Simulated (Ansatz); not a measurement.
Geometry optimisation, DFT PBE, scalar-relativistic, plane waves, PAW in Ansatz 0.2.0.

Input file:

```yaml
crystal:
  lattice:
    - [6.149934, 0.0, 0.0]
    - [0.0, 6.149934, 0.0]
    - [0.0, 0.0, 7.553197]
  atoms:
    - { symbol: Pb, position: [0.0, 0.0, 0.75] }
    - { symbol: Pb, position: [0.0, 0.0, 0.25] }
    - { symbol: S, position: [0.619032, 0.119032, 0.0] }
    - { symbol: S, position: [0.880968, 0.380968, 0.5] }
    - { symbol: S, position: [0.380968, 0.119032, 0.5] }
    - { symbol: S, position: [0.119032, 0.380968, 0.0] }
    - { symbol: Pb, position: [0.5, 0.5, 0.25] }
    - { symbol: Pb, position: [0.5, 0.5, 0.75] }
    - { symbol: S, position: [0.119032, 0.619032, 0.5] }
    - { symbol: S, position: [0.380968, 0.880968, 0.0] }
    - { symbol: S, position: [0.880968, 0.619032, 0.0] }
    - { symbol: S, position: [0.619032, 0.880968, 0.5] }
    - { symbol: Li, position: [0.6634103, 0.1531648, 0.3033409], spin: 1.0 }
magnetization:
  spin_polarized: true
basis:
  ecutwfc: 420.0
kpoints:
  mp_grid: { grid: [2, 2, 2] }
hamiltonian:
  xc: pbe
scf:
  occupations: { method: fermi_dirac, width: 0.05 }
  lower_state_search: "off"
relax:
  f_tol: 0.03
  max_steps: 60
  adjacent_minimum: "off"
```

Command:

```bash
$ ansatz run input.yaml --threads 2 --pin off --max-ram 5120MiB --backend cpu --events-out ev --progress --plain --runs-dir out
```

Problem. Where does it end, and by what steps?

Solution. It converged. Limits of this set-up: coarse k mesh, a small cell, in which the defect meets its images. After 10 steps the energy has fallen by 1.240 eV; Pb2 moved furthest, 0.38 Å.

| step | energy less start (eV) | largest force component (eV/Å) | accepted |
| --- | --- | --- | --- |
| 0 | 0.0000 | 2.216 | yes |
| 1 | -0.7649 | 0.950 | yes |
| 2 | -1.0250 | 0.204 | yes |
| 3 | -1.0563 | 0.203 | yes |
| 4 | -1.0727 | 0.126 | yes |
| 5 | -1.1296 | 0.545 | yes |
| 6 | -1.2045 | 0.245 | yes |
| 7 | -1.2241 | 0.217 | yes |
| 8 | -1.1969 | 0.350 | no |
| 9 | -1.2380 | 0.080 | yes |
| 10 | -1.2399 | 0.027 | yes |

```xyz
13
Lattice="6.1499 0.0000 0.0000 0.0000 6.1499 0.0000 0.0000 0.0000 7.5532" Properties=species:S:1:pos:R:3
Pb -0.079 -0.027 5.676
Pb 0.313 -0.165 1.745
S 4.072 0.991 -0.028
S 5.361 2.291 3.855
S 2.280 0.694 3.882
S 0.757 2.355 0.013
Pb 2.919 3.377 1.743
Pb 3.047 2.993 5.682
S 0.691 3.755 3.764
S 2.287 5.359 -0.008
S 5.435 3.832 0.013
S 3.767 5.345 3.884
Li 3.978 0.890 2.283
```

Whether the end is a true minimum wasn't checked by a vibrational analysis.

The run took 25 s on 2 threads of AMD EPYC 9R45 96-Core Processor (Zen 5), on a shared host, peak memory 0.88 GiB.
